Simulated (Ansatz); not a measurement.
# C3H6Se: one species, many methods

The task here is to estimate one member of a computed series from the others.

Computed with Ansatz 0.2.0, Gaussian basis. Level: functionals in def2-TZVPP, the program's frozen cores in correlated methods.

The runs, in order: PBE-D4, r2SCAN-D4, PBE0-D4, B3LYP-D4, ωB97X-V, ωB97M-V, B2PLYP; CCSD(T)/def2-TZVPP; MP2/def2-QZVPP; extrapolation to the limit.

## The geometry

The geometry comes from an earlier relaxation with PBE0-D4 in a triple-zeta def2 set; it is a stationary point, not always the lowest conformer.

10 atoms, charge 0, spin multiplicity 1.

Atoms are counted from 1 here; the program's logs count them from 0.

Bond lengths: C1–C2 1.328 Å, C1–H5 1.083 Å, C1–H6 1.085 Å, C2–C3 1.491 Å, C2–Se4 1.912 Å, C3–H7 1.092 Å, C3–H8 1.094 Å, C3–H9 1.093 Å, Se4–H10 1.469 Å. Angles: C2–C1–H5 122.5°, C2–C1–H6 120.1°, H5–C1–H6 117.4°, C1–C2–C3 124.3°, C1–C2–Se4 118.8°, C3–C2–Se4 116.8°, C2–C3–H7 110.5°, C2–C3–H8 110.9°, C2–C3–H9 111.0°, H7–C3–H8 108.2°, H7–C3–H9 108.9°, H8–C3–H9 107.2°, C2–Se4–H10 95.2°.

The first run:

in.yaml

```yaml
crystal:
  periodic: [false, false, false]
  atoms:
    - {symbol: C, position_ang: [-1.322274, 0.735079, -0.320949]}
    - {symbol: C, position_ang: [-0.118056, 0.177100, -0.290393]}
    - {symbol: C, position_ang: [0.361689, -0.727210, 0.793214]}
    - {symbol: Se, position_ang: [1.065173, 0.455024, -1.766732]}
    - {symbol: H, position_ang: [-1.633501, 1.405102, -1.113079]}
    - {symbol: H, position_ang: [-2.040820, 0.522572, 0.463747]}
    - {symbol: H, position_ang: [-0.402859, -0.838479, 1.564914]}
    - {symbol: H, position_ang: [1.266190, -0.328291, 1.262302]}
    - {symbol: H, position_ang: [0.611960, -1.714915, 0.397653]}
    - {symbol: H, position_ang: [2.295499, 0.262720, -0.987777]}
basis:
  gaussian: {orbitals: def2-TZVPP}
hamiltonian: {xc: pbe, dispersion: d4}
output: {forces: true, orbitals: {seedname: orbitals}}
```

Command:

```console
$ ansatz run in.yaml --threads 4 --pin off --events-out ev --progress --plain --max-ram 10444MiB
```

Steps of the session up to this table: PBE-D4 (GGA); r2SCAN-D4 (meta-GGA); PBE0-D4 (hybrid); B3LYP-D4 (hybrid); ωB97X-V (range-separated); ωB97M-V (range-separated); B2PLYP (double hybrid); CCSD(T) in def2-TZVPP; MP2 in def2-QZVPP.

One of the session's tables, all rows but one given; the rest of the session is left out.

```
            method  atomisation energy (kJ/mol)
            PBE-D4                       3867.0
         r2SCAN-D4                       3790.9
           PBE0-D4                       3803.6
          B3LYP-D4                       3781.2
           ωB97X-V                       3775.3
           ωB97M-V                       3775.4
            B2PLYP                       3739.8
     HF/def2-TZVPP                       2768.3
    MP2/def2-TZVPP                       3736.1
   CCSD/def2-TZVPP                       3633.3
CCSD(T)/def2-TZVPP                            ?
           MP2/CBS                       3823.7
       CCSD(T)/CBS                       3779.4
```

Q: Estimate the row for CCSD(T)/def2-TZVPP from the others.

As computed: atomisation energy (kJ/mol): 3691.8. In the column «atomisation energy (kJ/mol)» it lies between CCSD/def2-TZVPP (3633.3) and MP2/def2-TZVPP (3736.1).
